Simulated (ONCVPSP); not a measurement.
**An ONCV potential for W, from input to tests**

Aim: build the potential from the settings below, then test how well it stands in for the atom: other configurations, scattering, ghost states and the plane-wave cutoff that it needs.

Method: ONCVPSP 4.0.1, PBEsol, scalar-relativistic.

## 1. The atom and the settings

The settings as typed:

```
element                 : tungsten (W, Z = 74)
type                    : optimised norm-conserving Vanderbilt (ONCV)
frozen core             : [Kr] 4d10 4f14 5s2
valence charge          : 12
reference configuration : 5p6 5d3 (charge +3)
partial waves           : s scattering state at 0.08 Ha: rc 2.10 bohr, ncon 4, nbas 8, qcut 2.6 1/bohr, 2 projectors, debl 3.9 Ha; 5p: rc 1.95 bohr, ncon 5, nbas 9, qcut 9 1/bohr, 2 projectors, debl 2.5 Ha; 5d: rc 2.70 bohr, ncon 3, nbas 7, qcut 5.2 1/bohr, 1 projector
local potential         : polynomial inside 1.85 bohr (lpopt 3, dvloc0 0 Ha)
core correction         : Teter function, fcfact 5.5, rcfact 1.55
```

The outer shells as boxes (Hund's rule for the drawing; the calculation is spin-unpolarised):

```
[Kr] core
4d [↑↓][↑↓][↑↓][↑↓][↑↓]
4f [↑↓][↑↓][↑↓][↑↓][↑↓][↑↓][↑↓]
5s [↑↓]
5p [↑↓][↑↓][↑↓]
5d [↑ ][↑ ][↑ ][  ][  ]
```

The nodes and maxima of the atom's own shells, from an earlier all-electron run, set the scale for the radii.

All-electron outer shells of the reference configuration (PBEsol, scalar-relativistic, ld1.x):

```
shell  level (eV)  outermost node (bohr)  outermost maximum (bohr)
   4f      -62.30                      –                      0.43
   5d      -31.13                   0.63                      1.43
   6s      -28.23                   1.26                      2.36
   6p      -20.64                   1.48                      2.88
```

## 2. Generation

Input file W.dat:

```
# ATOM AND REFERENCE CONFIGURATION
# atsym  z   nc   nv     iexc    psfile
  W 74.00   11    2  -116133      upf
#
#   n    l    f
    1    0    2.00
    2    0    2.00
    2    1    6.00
    3    0    2.00
    3    1    6.00
    3    2   10.00
    4    0    2.00
    4    1    6.00
    4    2   10.00
    4    3   14.00
    5    0    2.00
    5    1    6.00
    5    2    3.00
#
# PSEUDOPOTENTIAL AND OPTIMIZATION
# lmax
    2
#
#   l,   rc,      ep,       ncon, nbas, qcut
    0    2.10    0.08    4    8    2.60
    1    1.95    0.00    5    9    9.00
    2    2.70    0.00    3    7    5.20
#
# LOCAL POTENTIAL
# lloc, lpopt,  rc(5),   dvloc0
    4    3    1.85    0.00
#
# VANDERBILT-KLEINMAN-BYLANDER PROJECTORs
# l, nproj, debl
    0    2    3.90
    1    2    2.50
    2    1    0.70
#
# MODEL CORE CHARGE
# icmod, fcfact, rcfact
    3    5.50    1.55
#
# LOG DERIVATIVE ANALYSIS
# epsh1, epsh2, depsh
   -4.00    5.00    0.02
#
# OUTPUT GRID
# rlmax, drl
    6.00    0.01
#
# TEST CONFIGURATIONS
# ncnf
    4
# nvcnf
#   n    l    f
    3
    5    1    6.00
    5    2    4.00
    6    0    2.00
#
    3
    5    1    6.00
    5    2    4.00
    6    0    1.00
#
    2
    5    1    6.00
    5    2    4.00
#
    3
    5    1    6.00
    5    2    3.00
    6    0    2.00
#
```

Started as:

```
oncvpsp.x < W.dat > W.out
```

Before running it: what results should come out? Wanted: cutoffs for 1 and 0.1 mHa per electron, occupied waves; bound ghosts; GHOST(+) flags; largest test error; largest phase difference near zero energy, channels read; rms error of d²Exc/dn², without and with the model core; projector energies reset by the program.

As calculated:

| quantity | value |
| --- | --- |
| cutoffs for 1 and 0.1 mHa per electron, occupied waves | 24 Ha and 29 Ha |
| bound ghosts | none found |
| GHOST(+) flags | s at 53 eV |
| largest test error (AE − PS) | +574 meV, for 5p6 5d3 6s2 |
| largest phase difference near zero energy, channels read | 0.293 rad |
| rms error of d²Exc/dn², without and with the model core | 8.47 and 2.85 mHa |
| projector energies reset by the program | s: 0.050, 3.950 Ha; p: -2.641, 0.050 Ha |

**Reading.** By total energies transferability is poor: the largest error is 574 meV on 41.2 eV, for 5p6 5d3 6s2. The potential is of middling hardness: the looser tolerance needs 24 Ha. At the looser tolerance the 5p wave is the slowest; 5d needs 10 Ha. The program's ghost test flags no bound state. Of the channels read, d scatters worst near zero energy, by up to 0.29 rad. The program also flags highly localised states, GHOST(+) (s). Note that the frozen 4f shell (-62 eV) lies higher than the valence 5p shell (-72 eV). These are tests on the free atom; a crystal test is still owed.
